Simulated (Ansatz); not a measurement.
# ScGeRh: the cost of one run

Computed with Ansatz 0.2.0 (DFT LDA, scalar-relativistic, plane waves, PAW, unless a step's input says otherwise).

### Step 1. The structure to begin with

Symmetry: P-62m, No. 189, hexagonal system. Conventional cell: a = 6.671 Å, b = 6.671 Å, c = 3.843 Å, α = 90.00°, β = 90.00°, γ = 120.00°. Sc (site symmetry m2m) has 5 Ge at 2.77 to 2.80 Å and 6 Rh at 2.95 to 3.10 Å as nearest neighbours. Ge (site symmetry -6) is surrounded by 3 Rh at 2.57 Å and 6 Sc at 2.77 Å. Ge (site symmetry -62m) is surrounded by 6 Rh at 2.52 Å and 3 Sc at 2.80 Å. Rh (site symmetry m2m) is surrounded by 4 Ge at 2.52 to 2.57 Å and 2 Rh at 2.82 Å.

Structure file:

```cif
data_structure
_symmetry_space_group_name_H-M 'P 1'
_symmetry_Int_Tables_number 1
_cell_length_a 6.6706
_cell_length_b 6.6706
_cell_length_c 3.8430
_cell_angle_alpha 90.000
_cell_angle_beta 90.000
_cell_angle_gamma 120.000
_cell_volume 148.09
loop_
_atom_site_label
_atom_site_type_symbol
_atom_site_fract_x
_atom_site_fract_y
_atom_site_fract_z
_atom_site_occupancy
Sc1 Sc 0.41956 0.41956 0.50000 1
Sc2 Sc 0.58044 0.00000 0.50000 1
Sc3 Sc 0.00000 0.58044 0.50000 1
Ge1 Ge 0.66667 0.33333 0.00000 1
Ge2 Ge 0.33333 0.66667 0.00000 1
Ge3 Ge 0.00000 0.00000 0.50000 1
Rh1 Rh 0.75601 0.75601 0.00000 1
Rh2 Rh 0.24399 0.00000 0.00000 1
Rh3 Rh 0.00000 0.24399 0.00000 1
```

The structure comes from the Materials Project (structure only).

### Step 2. The base run

The input, input.yaml:

```yaml
crystal:
  lattice:
    - [6.6706000975, 0.0, 0.0]
    - [-3.3353000488, 5.776909143, 0.0]
    - [0.0, 0.0, 3.84301999]
  atoms:
    - { symbol: Sc, position: [0.41956047, 0.41956047, 0.5] }
    - { symbol: Sc, position: [0.58043953, 0.0, 0.5] }
    - { symbol: Sc, position: [0.0, 0.58043953, 0.5] }
    - { symbol: Ge, position: [0.66666667, 0.33333333, 0.0] }
    - { symbol: Ge, position: [0.33333333, 0.66666667, 0.0] }
    - { symbol: Ge, position: [0.0, 0.0, 0.5] }
    - { symbol: Rh, position: [0.75600941, 0.75600941, 0.0] }
    - { symbol: Rh, position: [0.24399059, 0.0, 0.0] }
    - { symbol: Rh, position: [0.0, 0.24399059, 0.0] }
basis:
  ecutwfc: 420
  fft_grid_basis: typed
kpoints:
  mp_grid: { grid: [6, 6, 10] }
hamiltonian:
  xc: lda
  pseudopotentials: { kind: paw }
scf:
  occupations: { method: gaussian, width: 0.05 }
output:
  forces: true
  stress: true
  eigenvalues: true
  bader: true
  write_density: true
  volumetric_format: npy
  elf: true
```

Command:

```bash
$ ansatz run input.yaml --threads 2 --pin off --max-ram 4096MiB --backend cpu --events-out ev --progress --plain --runs-dir out
```

What time and memory should one allow on 2 threads of Arm Neoverse N1, shared host?

About 1.9 min, with a peak of 0.64 GiB.
